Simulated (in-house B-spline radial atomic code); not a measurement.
# Br²⁵⁺: energy to remove an electron

Aim: the energy to take one electron from the outer subshells of Br²⁵⁺, from Koopmans' value through relaxation to four self-energies.

Method: Dirac-Hartree-Fock with a diagonal self-energy (second order, or its direct term screened), Breit and QED, no-pair Dirac-Coulomb, B-spline basis. Code: an in-house B-spline radial atomic code, version 1.

## Step 1: What is computed

```
element       : bromine (Z = 35)
charge        : +25
closed shells : [He] 2s2 2p6
nucleus       : mass number 79, rms radius 4.163 fm
```

The outer shells:

Br25+
```
[He] core
2s [↑↓]
2p [↑↓][↑↓][↑↓]
```

## Step 2: Running the holes

Settings of the run, as the program recorded them:

```ini
basis_form = 2
Z = 35
core_configuration = [He] 2s2 2p6
rms_radius = 4.1629
mass_number = 79
speed_of_light = 137.035999084
box_radius = 4.034
lmax = 7
intervals = 59
virtual_cutoff = 4900.0
```

Run with:

```bash
python run_mb.py task.json out
```

The settings stand in task.json.

Results of the run (chosen fields of its result record, rounded):

```text
{
  "status": "converged",
  "lowest_core_excitation [hartree]": 56.8092,
  "holes": [
    {"name": "2p3/2", "koopmans": 100.4196, "dscf": 100.30796, "qp": [100.3609, 100.37611, 100.36739, 100.36607], "z": [0.9978, 0.9982, 0.9979, 0.9979], "breit": -0.0726502, "qed": -0.00025735},
    {"name": "2p1/2", "koopmans": 102.25159, "dscf": 102.1325, "qp": [102.18625, 102.2028, 102.1934, 102.19194], "z": [0.9977, 0.9982, 0.9978, 0.9978], "breit": -0.108679, "qed": 0.00379201},
    {"name": "2s1/2", "koopmans": 108.69718, "dscf": 108.61756, "qp": [108.58913, 108.60993, 108.59792, 108.59617], "z": [0.9978, 0.9983, 0.9979, 0.9979], "breit": -0.06515, "qed": -0.0422594}
  ]
}
```

It took 2.9 s on 1 thread, shared host.

In the record, qp and z list four self-energies in this order: second order, direct RPA screening, with hole-particle interaction, full TDHF screening. Energies are in hartree.

## Step 3: The removal energies in eV

```tsv
subshell	Koopmans	ΔSCF	second order	direct RPA	with hole-particle	TDHF	Breit	QED	final
2p3/2	2732.6	2729.5	2731.0	2731.4	2731.1	2731.1	-2.0	-0.0070	2729.1
2p1/2	2782.4	2779.2	2780.6	2781.1	2780.8	2780.8	-3.0	+0.10	2777.9
2s1/2	2957.8	2955.6	2954.9	2955.4	2955.1	2955.1	-1.8	-1.1	2952.1
```

All in eV; the final value is TDHF screening with Breit and QED.

Each rung against the semi-empirical ionisation energy, 2731.4 ± 2 eV (all rungs come from the one run above):

```tsv
rung	value (eV)	miss (eV)	miss (%)
Koopmans	2732.6	+1.2	+0.042
ΔSCF	2729.5	-1.9	-0.069
second order	2731.0	-0.44	-0.016
direct RPA	2731.4	-0.027	-0.00098
with hole-particle	2731.1	-0.26	-0.0097
TDHF	2731.1	-0.30	-0.011
final	2729.1	-2.3	-0.084
```

## Step 4: Outcome

```
                        quantity                                                              value
              outermost subshell                                                              2p3/2
                        Koopmans                                                          2732.6 eV
            final removal energy                                                          2729.1 eV
 weight of the hole state (TDHF)                                                              0.998
semi-empirical ionisation energy  2731.4 ± 2 eV (NIST Atomic Spectra Database, ionization energies)
```

In words: From Koopmans' 2733 eV the 2p3/2 removal energy moves down by 3.4 eV. Relaxation alone (ΔSCF) lowers it by 3.0 eV, and correlation gives back 1.6 eV, since the species with more electrons has more of it. Breit and QED together add -2.0 eV. The 2p doublet is split by 48.8 eV (49.9 eV in Koopmans' values). The semi-empirical ionisation energy is 2731.4 ± 2 eV: Koopmans is off by +1.2 eV, second order by -0.44 eV and the final value by -2.3 eV; here the rung 'direct RPA' happens to come nearest (-0.027 eV).
